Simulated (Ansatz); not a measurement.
EuCuSb, 6 atoms in the cell. The typed cell holds 6 atoms: a = 4.474 Å, b = 4.474 Å, c = 8.570 Å, α = 90.00°, β = 90.00°, γ = 120.00°. The cell is a database's computed one. The cell isn't the ideal one: atoms moved at random, drawn with an rms of 0.05 Å.

```yaml
Program: Ansatz 0.2.0
Task: single point
Functional: PBEsol
Potentials_or_basis: Ansatz PAW
Cutoff: "420 eV (not typed: the program's choice for these potentials)"
k_mesh: 7 × 7 × 3
Occupations: fermi-dirac, width 0.05 eV
Spin: collinear spin, ferromagnetic start
Starting_moments: "[7.0, 7.0, 0.0, 0.0, 0.6, 0.6] μB"
```

Potentials or basis: Ansatz PAW.

Run with:

```sh
$ ansatz run input.yaml --threads 2 --pin off --max-ram 5632MiB --backend cpu --events-out ev --progress --plain --runs-dir out
```

Hardware: 2 threads of AMD EPYC 7R43 64-Core Processor (Zen 3) (shared host).

Problem. Estimate the wall time of this run.

Solution. Run time: 3.5 min on 2 threads of AMD EPYC 7R43 64-Core Processor (Zen 3), on a shared host, peak memory 1.7 GiB. Counts: scf iterations 29, plane waves 2927, k points 74, bands 71.
